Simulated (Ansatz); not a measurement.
# CrCO (septet): from a generated start to a stationary point

Aim: relax a generated start of CrCO (septet) and see which bonds hold.

Program: Ansatz 0.2.0, Gaussian basis. Level of theory: UKS PBE0/def2-TZVP. These are calculated values, not measurements.

**1. The starting structure**

3 atoms, charge 0, spin multiplicity 7.

Atoms are counted from 1 here; the program's logs count them from 0.

Bond lengths: Cr1–C2 1.963 Å, C2–O3 1.214 Å. Angles: Cr1–C2–O3 116.2°.

The start was built by rule and, where that kept it together, relaxed with GFN2-xTB. Sticks and bond lists go by distance. 

**2. Relaxation**

Input file in.yaml:

```yaml
crystal:
  periodic: [false, false, false]
  atoms:
    - {symbol: Cr, position_ang: [-0.803271, -0.182969, -0.000784]}
    - {symbol: C, position_ang: [1.158210, -0.268702, 0.003030]}
    - {symbol: O, position_ang: [1.741067, 0.796340, 0.000272]}
basis:
  gaussian: {orbitals: def2-TZVP}
magnetization: {spin_polarized: true, initial_magnetization: 6}
hamiltonian: {xc: pbe0}
relax: {f_tol: 0.004, max_steps: 80}
```

Run with:

```
> ansatz run in.yaml --threads 1 --pin off --events-out ev --progress --plain --max-ram 2176MiB
```

What does the calculation give? Wanted: energy gained; shift from the start; total energy; dipole moment; ⟨S²⟩.

**Answer**, as computed:

```
                  quantity           value
                     steps               7
             energy gained        0.446 eV
shift from the start (rms)         0.219 Å
              total energy  -31496.2471 eV
             dipole moment          0.66 D
                      ⟨S²⟩          12.005
```

**Reading.** The bonds of the start are those of the end. Cr1–C2 went from 1.963 to 2.203 Å. No vibrations were run, so this is a stationary point, not a proven minimum, and this spin need not be the ground state's.
